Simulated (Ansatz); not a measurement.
**MoH+ (septet): from Hartree-Fock to the top rungs, def2-TZVPP**

The task here is to estimate one member of a computed series from the others.

The runs use Ansatz 0.2.0, Gaussian basis; def2-TZVPP, core rule «outside noble gas», up to 4 orbitals frozen.

The runs, in order: UHF; CCSD(T) on ROHF; CCSD(T) on UHF; CCSDT(Q) on ROHF; CCSDT(Q) on UHF; CASSCF and MRCISD+Q, 6 electrons in 7 orbitals; CASSCF and NEVPT2, 6 electrons in 7 orbitals.

12 further runs of the same task are left out: 2 for a known fault of the program, 6 that didn't finish, 4 set aside as unsound or not needed. Runs told in other sessions of the task aren't counted.

### The geometry

The geometry is a PBE0/def2-TZVP stationary point (not a proven minimum) of the parent state, kept for this charge and spin. No spin-orbit coupling is included. Elements past krypton take def2 core potentials.

2 atoms, charge 1, spin multiplicity 7.

Atoms are counted from 1 here; the program's logs count them from 0.

Bond lengths: Mo1–H2 1.666 Å.

The first run:

The input, in.yaml:

```yaml
crystal:
  periodic: [false, false, false]
  atoms:
    - {symbol: Mo, position_ang: [0.000000, 0.000000, 0.000000]}
    - {symbol: H, position_ang: [0.000000, 0.000000, 1.666200]}
basis:
  gaussian: {orbitals: def2-TZVPP}
total_charge: 1
magnetization: {spin_polarized: true, initial_magnetization: 6}
hamiltonian: {xc: hf}
output: {orbitals: {seedname: orbitals}}
```

Launch:

```
$ ansatz run in.yaml --threads 1 --pin off --events-out ev --progress --plain --max-ram 2393MiB
```

Among the steps run: UHF; CCSD(T) on ROHF; CCSD(T) on UHF; CCSDT(Q) on ROHF; CCSDT(Q) on UHF; CASSCF and MRCISD+Q, 6 electrons in 7 orbitals; CASSCF and NEVPT2, 6 electrons in 7 orbitals.

One of the session's tables, all rows but one given; the rest of the session is left out.

It belongs to the step «Misses and costs». 

```
          method  from RCCSDT(Q) (kcal/mol)
            ROHF                     +48.52
             UHF                     +47.04
            RMP2                          ?
            UMP2                      +4.92
           RCCSD                      +1.05
           UCCSD                      -0.29
        RCCSD(T)                      +0.14
        UCCSD(T)                      -1.20
          RCCSDT                      +0.01
          UCCSDT                      -1.33
       RCCSDT(Q)                          0
       UCCSDT(Q)                      -1.34
  CASSCF valence                     +48.52
  NEVPT2 valence                     +13.52
  MRCISD valence                      +2.00
MRCISD+Q valence                      +0.59
```

Estimate the missing values for RMP2.

As computed: from RCCSDT(Q) (kcal/mol): +6.27. In the column «from RCCSDT(Q) (kcal/mol)» it lies between UMP2 (+4.92) and NEVPT2 valence (+13.52).

The program flags NEVPT2 valence, MRCISD+Q valence as in doubt (see the logs), so read those rows with care; the flags are idle orbitals.

Limits of these values: The program flags NEVPT2 valence, MRCISD+Q valence as in doubt, so read those rows with care; the flags are idle orbitals. Restricted and unrestricted rows rest on different reference determinants; a gap between their highest levels can come from leftover correlation error, from unlike frozen cores or from another state.
